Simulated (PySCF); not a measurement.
**Yb(NH2)3: other functionals and bases at one geometry**

An exercise on one series of results from a longer session: the logs are not shown, and one member is left open.

Method: several levels, as the steps say, no spin–orbit coupling; program: PySCF 2.14.0.

1 further run of the same task is left out (for a known fault of the program).

**The system as given**

10 atoms, charge 0, spin multiplicity 1.

Bond lengths: Yb1–N2 2.131 Å, Yb1–N5 2.132 Å, Yb1–N8 2.131 Å, N2–H3 1.020 Å, N2–H4 1.020 Å, N5–H6 1.020 Å, N5–H7 1.020 Å, N8–H9 1.020 Å, N8–H10 1.020 Å. Angles: N2–Yb1–N5 120.6°, N2–Yb1–N8 119.7°, N5–Yb1–N8 119.7°, Yb1–N2–H3 126.2°, Yb1–N2–H4 128.5°, H3–N2–H4 105.3°, Yb1–N5–H6 127.9°, Yb1–N5–H7 126.9°, H6–N5–H7 105.2°, Yb1–N8–H9 127.5°, Yb1–N8–H10 127.3°, H9–N8–H10 105.3°.

Coordinates:

```xyz
10
H6N3Yb
Yb    0.00516    0.00872   -0.00424
N     2.12440    0.00733    0.22166
H     2.71832   -0.81495    0.33329
H     2.76144    0.80364    0.23542
N    -1.06171    1.84041   -0.22941
H    -0.68515    2.78867   -0.23534
H    -2.06895    1.95206   -0.34715
N    -1.05786   -1.83790    0.00497
H    -0.66941   -2.77711    0.09474
H    -2.06623   -1.97086   -0.07394
```

Formal oxidation states: Yb +3. Each metal's 13 4f electrons lie in its core potential, so multiplicities, spins and levels count the valence alone. An earlier session relaxed this geometry at PBE0, Yb lcecp-1-SVP with ECP59, N def2-SVP, H def2-SVP (singlet, point group C2v).

At PBE0 on the finer grid: E = -207.045529 Eh, HOMO -6.15 eV, LUMO -1.05 eV, Mulliken charge on Yb1 +0.89 e, largest force component 0.012 eV/Å. 

Levels to run: M06-L; r2SCAN; PBE0, TZVP. Hardware: 2 threads of Arm Neoverse V2, shared host.

The first run:

File run.py (the lines that set the calculation):

```python
mol = gto.M(atom='''
Yb     0.00516     0.00872    -0.00424
N      2.12440     0.00733     0.22166
H      2.71832    -0.81495     0.33329
H      2.76144     0.80364     0.23542
N     -1.06171     1.84041    -0.22941
H     -0.68515     2.78867    -0.23534
H     -2.06895     1.95206    -0.34715
N     -1.05786    -1.83790     0.00497
H     -0.66941    -2.77711     0.09474
H     -2.06623    -1.97086    -0.07394''',
    basis={'Yb': 'lcecp-1-SVP', 'N': 'def2-SVP', 'H': 'def2-SVP'},
    ecp={'Yb': 'lcecp-1-SVP'},
    charge=0, spin=0)
mf = dft.RKS(mol, xc='M06L')
mf.grids.atom_grid = (75, 302)  # f atoms: unpruned, at least (60, 302)
mf = mf.density_fit()  # fitting sets: Yb AutoAux, N def2-universal-JKFIT, H def2-universal-JKFIT
mf.conv_tol = 1e-08; mf.max_cycle = 55
mf.kernel(dm0)  # dm0: the density of the relaxed state
```

Started as:

```
$ OMP_NUM_THREADS=2 python run.py
```

Among the steps run: M06-L; r2SCAN; PBE0, TZVP.

One table of the session follows, with a row left open; its other results are not shown here.

| level | HOMO (eV) | gap (eV) | charge on Yb1 (e) | largest force component (eV/Å) |
| --- | --- | --- | --- | --- |
| PBE0 (relaxed here) | -6.15 | 5.10 | 0.89 | 0.01 |
| M06-L | -4.86 | 4.26 | 1.04 | 0.09 |
| r2SCAN | ? | ? | ? | ? |
| PBE0, TZVP | -6.32 | 5.19 | 1.56 | 0.44 |

Estimate the missing values for r2SCAN.

**Answer.** HOMO (eV): -5.07; gap (eV): 3.67; charge on Yb1 (e): 0.86; largest force component (eV/Å): 0.09. In the column «HOMO (eV)» it lies between PBE0 (relaxed here) (-6.15) and M06-L (-4.86).

In one basis the HOMO–LUMO gap runs from 3.67 eV (r2SCAN) to 5.10 eV (PBE0). The largest leftover force, 0.44 eV/Å with PBE0, TZVP, stands at a geometry relaxed at another level. With 4f in the core, its levels are missing from HOMO and gap, and its count is fixed, so no charge can pass from the ligands into it. Total energies of different levels can't be compared.
